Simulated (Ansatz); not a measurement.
# ZrC: the cost of one run

Method: DFT PBEsol, scalar-relativistic, in Ansatz 0.2.0.

### Step 1. The starting structure

The structure is cubic, space group Fm-3m (No. 225). Conventional cell: a = 4.700 Å, b = 4.700 Å, c = 4.700 Å, α = 90.00°, β = 90.00°, γ = 90.00°. Zr (site symmetry m-3m) has 6 C at 2.35 Å as nearest neighbours. C (site symmetry m-3m) has 6 Zr at 2.35 Å as nearest neighbours.

Structure file:

```cif
data_structure
_symmetry_space_group_name_H-M 'Fm-3m'
_symmetry_Int_Tables_number 225
_cell_length_a 4.7004
_cell_length_b 4.7004
_cell_length_c 4.7004
_cell_angle_alpha 90.000
_cell_angle_beta 90.000
_cell_angle_gamma 90.000
_cell_volume 103.85
loop_
_atom_site_label
_atom_site_type_symbol
_atom_site_symmetry_multiplicity
_atom_site_Wyckoff_symbol
_atom_site_fract_x
_atom_site_fract_y
_atom_site_fract_z
_atom_site_occupancy
Zr1 Zr 4 b 0.50000 0.00000 0.00000 1
C1 C 4 a 0.00000 0.00000 0.00000 1
```

The file gives the conventional cell by its symmetry; the runs use the cell typed in the input.

Atoms are numbered in the order of the input: Zr1, C2.

### Step 2. The deformed structure

Space group Fm-3m before, I4/mmm after.

### Step 3. All-electron LAPW

Input file input.yaml:

```yaml
crystal:
  lattice:
    - [0.0, 2.35021, 2.3737121]
    - [2.35021, 0.0, 2.3737121]
    - [2.35021, 2.35021, 0.0]
  atoms:
    - { symbol: Zr, position: [0.5, 0.5, 0.5] }
    - { symbol: C, position: [0.0, 0.0, 0.0] }
kpoints:
  mp_grid: { grid: [15, 15, 15] }
  band_path:
    path:
      - [0.0, 0.0, 0.0]
      - [0.0, 0.5, 0.5]
      - [0.25, 0.75, 0.5]
      - [0.0, 0.5, 0.0]
      - [0.0, 0.0, 0.0]
      - [0.5, 0.5, 0.0]
      - [0.3725370062, 0.6274629938, 0.0]
      - [-0.3725370062, 0.3725370062, 0.0]
      - [0.0, 0.0, 0.0]
    npoints: 5
scf:
  occupations: { method: fermi_dirac, width: 0.05 }
hamiltonian:
  xc: pbesol
  pseudopotentials: { kind: all_electron, lapw: { basis_error: 0.00025 } }
output:
  forces: true
  stress: true
  eigenvalues: true
```

Launch:

```console
> ansatz run input.yaml --threads 1 --pin off --max-ram 3072MiB --backend cpu --events-out ev --progress --plain --runs-dir out
```

**Question.** How long does this run take on 1 thread of Arm Neoverse V1, shared host, and how much memory does it need?

About 60 s, with a peak of 0.79 GiB.
